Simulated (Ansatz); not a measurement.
# Au: pressure up to the limit of the methods

One table from this session's results is given with a row withheld; the runs are named, their logs left out.

Computed with Ansatz 0.2.0 (DFT, PBEsol, PAW with Ansatz's default frozen-core files, scalar-relativistic, unless a step's input says otherwise).

## The starting structure

The structure is cubic, space group Fm-3m (No. 225). Conventional cell: a = 4.078 Å, b = 4.078 Å, c = 4.078 Å, α = 90.00°, β = 90.00°, γ = 90.00°. Au (site symmetry m-3m) is surrounded by 12 Au at 2.88 Å.

Structure file:

```
Au
1.0
     0.00000    2.03882    2.03882
     2.03882    0.00000    2.03882
     2.03882    2.03882    0.00000
Au
1
Direct
  0.00000 0.00000 0.00000
```

Whether this phase is the stable one at these pressures isn't tested.

The first run:

input.yaml

```yaml
crystal:
  lattice:
    - [0.0, 2.0388247748, 2.0388247748]
    - [2.0388247748, 0.0, 2.0388247748]
    - [2.0388247748, 2.0388247748, 0.0]
  atoms:
    - { symbol: Au, position: [0.0, 0.0, 0.0] }
kpoints:
  mp_grid: { grid: [18, 18, 18] }
scf:
  occupations: { method: fermi_dirac, width: 0.08 }
hamiltonian:
  xc: pbesol
  pseudopotentials: { kind: paw }
output:
  forces: true
  stress: true
relax:
  f_tol: 0.005
  max_steps: 40
  cell: {}
```

Launch:

```
$ ansatz run input.yaml --threads 1 --pin off --max-ram 2048MiB --backend cpu --events-out ev --progress --plain --runs-dir out
```

Steps of the session up to this table: Cell relaxed at zero pressure, PAW; Volume scaled by 1, PAW; Volume scaled by 0.94, PAW; Volume scaled by 0.88, PAW; Volume scaled by 0.8, PAW; Volume scaled by 0.72, PAW; Volume scaled by 0.64, PAW; Volume scaled by 0.64, PAW (partial_waves polarizable); Volume scaled by 0.55, PAW; Volume scaled by 0.55, PAW (partial_waves polarizable); Volume scaled by 0.45, PAW; Volume scaled by 0.45, PAW (cutoff 250 eV).

One table of the session follows, with a row left open; its other results are not shown here.

| method | volume over the first | volume (Å³/atom) | pressure (GPa) |
| --- | --- | --- | --- |
| PAW | 1 | 17.025 | -0.02 |
| PAW | 0.94 | 16.003 | 12.90 |
| PAW | 0.88 | ? | ? |
| PAW | 0.8 | 13.620 | 73.19 |
| PAW | 0.72 | 12.258 | 143.76 |
| PAW | 0.64 | 10.896 | 267.57 |
| PAW | 0.55 | 9.364 | 531.89 |
| PAW | 0.45 | 7.661 | 1176.83 |
| PAW (cutoff 250 eV) | 0.45 | 7.661 | 1183.58 |
| PAW (partial_waves polarizable) | 0.64 | 10.896 | 267.57 |
| PAW (partial_waves polarizable) | 0.55 | 9.364 | 531.89 |

Q: Estimate the row for PAW, 0.88 from the others.

**Answer.** volume (Å³/atom): 14.982; pressure (GPa): 32.14. In the column «volume (Å³/atom)» it lies between PAW, 0.8 (13.620) and PAW, 0.94 (16.003).

Caveats from the session: Warnings in the runs' records: cutoff below recommended.
